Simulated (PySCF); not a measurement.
# C3H9FSi: the cost of one run

The runs use PySCF 2.14.0, with density-fitted response routines of our own; the level of theory stands in each step. All values are computed, except where a source is named. Atoms count from 0, in the outputs and in this text.

### 1 Starting geometry

14 atoms, charge 0, multiplicity 1; geometry from: GFN2-xTB. The atoms were then displaced at random by about 0.01 Å, so the start is not that level's minimum.

Bonds of the start (Å): C0–C1 1.52, C1–C2 1.53, C1–F3 1.41, C1–Si4 1.93, C0–H5 1.12, C0–H6 1.07, C0–H7 1.07, C2–H8 1.07, C2–H9 1.09, C2–H10 1.10, Si4–H11 1.48, Si4–H12 1.44, Si4–H13 1.46.

### 2 Optimising the geometry at PBE0-D3(BJ)/def2-SVP

The job: settings as JSON, then the geometry in Å.

```
{"job": {"xc": "PBE0", "basis": "def2-SVP", "d3": "d3bj", "grid": 1, "shake": 0.01, "kind": "geom"}, "charge": 0, "multiplicity": 1}
C     -0.989510    -1.157910    -0.144720
C     -0.123280     0.077270    -0.366530
C     -0.719560     1.316330     0.296480
F     -0.075440     0.339770    -1.755000
Si     1.718980    -0.246240     0.107350
H     -2.029380    -0.919240    -0.486430
H     -0.621880    -1.985450    -0.710220
H     -1.017970    -1.384500     0.901220
H     -1.720140     1.499520    -0.019150
H     -0.104380     2.192900     0.075640
H     -0.717700     1.180400     1.392070
H      1.762300    -0.505640     1.563910
H      2.160350    -1.384040    -0.654500
H      2.470470     0.961770    -0.207880
```

The run is started by

```
> OMP_NUM_THREADS=1 python probes_run.py task.json out
```

The driver reads the jobs from task.json and runs them one after another.

**Question.** How long does this first job take on 1 thread of Arm Neoverse V1, shared host, and how much memory does it need?

About 38 s, with a peak of 0.49 GiB.
